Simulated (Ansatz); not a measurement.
WAu:

```
W Au
1.0
     0.00000    2.90921    2.90921
     2.90921    0.00000    2.90921
     2.90921    2.90921    0.00000
W Au
1 1
Direct
  0.00000 0.00000 0.00000
  0.75000 0.75000 0.75000
```

The cell was built by a generator and needn't be a form met in nature.

* Program: Ansatz 0.2.0
* Task: relaxation of cell and atoms
* Functional: PBE0
* Potentials or basis: Ansatz PAW
* Cutoff: 420 eV (not typed: the program's choice for these potentials)
* k mesh: 4 × 4 × 4
* Occupations: fermi-dirac, width 0.05 eV
* Spin: no spin polarisation

At the start: volume 24.62 Å³/atom.

Question: How do energy, volume and symmetry change on relaxing?

Answer: It ends after 4 steps and the volume is 23.90 Å³/atom (-2.9 %); space group F-43m (No. 216, to 0.05 Å).

The path:
```tsv
step	energy change (eV)	largest force (eV/Å)	volume (Å³)
1	0.0000	0.0000	49.24
2	-0.0190	0.0000	47.88
3	-0.0192	0.0000	47.80
4	-0.0182	0.0000	47.80
```

Final structure:
```xyz
2
Lattice="0.0000 2.8804 2.8804 2.8804 0.0000 2.8804 2.8804 2.8804 0.0000" Properties=species:S:1:pos:R:3 pbc="T T T"
W     0.0000    0.0000    0.0000
Au    4.3206    4.3206    4.3206
```

Caveat: the k mesh is coarse (spacing up to 0.47 Å⁻¹), so the values aren't converged, least of all with exact exchange; the plane-wave basis is chosen anew once the cell has moved, so the energies of steps on either side of that aren't comparable; the PAW data sets come from PBE, with cores solved anew for the run's functional, which leaves a small shift of forces and pressure.
